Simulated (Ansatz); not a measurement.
# H4SeSi: the cost of one run

Method: RKS PBE0/def2-SVP, in Ansatz 0.2.0.

1 further run of the same task is left out (it didn't finish).

**1. Starting point**

Bond lengths: Si1–Se2 2.243 Å, Si1–H3 1.560 Å, Si1–H4 1.421 Å, Si1–H5 1.488 Å, Se2–H6 1.555 Å. Angles: Si1–Se2–H6 91.7°, Se2–Si1–H3 109.4°, Se2–Si1–H4 111.4°, Se2–Si1–H5 111.4°, H3–Si1–H4 110.1°, H3–Si1–H5 105.9°, H4–Si1–H5 108.6°.

Coordinates:

```xyz
6

Si   -0.2069   -0.3029   -0.4486
Se    0.8961   -0.2781    1.5048
H    -1.6080    0.3558   -0.2609
H    -0.3516   -1.6264   -0.9450
H     0.4926    0.5147   -1.4769
H     0.8199    1.2729    1.5803
```

**2. End point A**

The input, input.yaml:

```yaml
crystal:
  periodic: [false, false, false]
  atoms:
    - { symbol: Si, position_ang: [-0.2069, -0.3029, -0.4486] }
    - { symbol: Se, position_ang: [0.8961, -0.2781, 1.5048] }
    - { symbol: H, position_ang: [-1.608, 0.3558, -0.2609] }
    - { symbol: H, position_ang: [-0.3516, -1.6264, -0.945] }
    - { symbol: H, position_ang: [0.4926, 0.5147, -1.4769] }
    - { symbol: H, position_ang: [0.8199, 1.2729, 1.5803] }
basis:
  gaussian: { orbitals: def2-SVP }
hamiltonian:
  xc: pbe0
relax:
  f_tol: 0.015
  max_steps: 40
```

Launch:

```sh
$ ansatz run input.yaml --threads 1 --pin off --max-ram 2048MiB --backend cpu --events-out ev --progress --plain --runs-dir out
```

Q: Estimate wall time and peak memory on 1 thread of Intel Xeon at 2.50GHz (Skylake/Cascade Lake), shared host.

About 26 s, with a peak of 0.14 GiB.
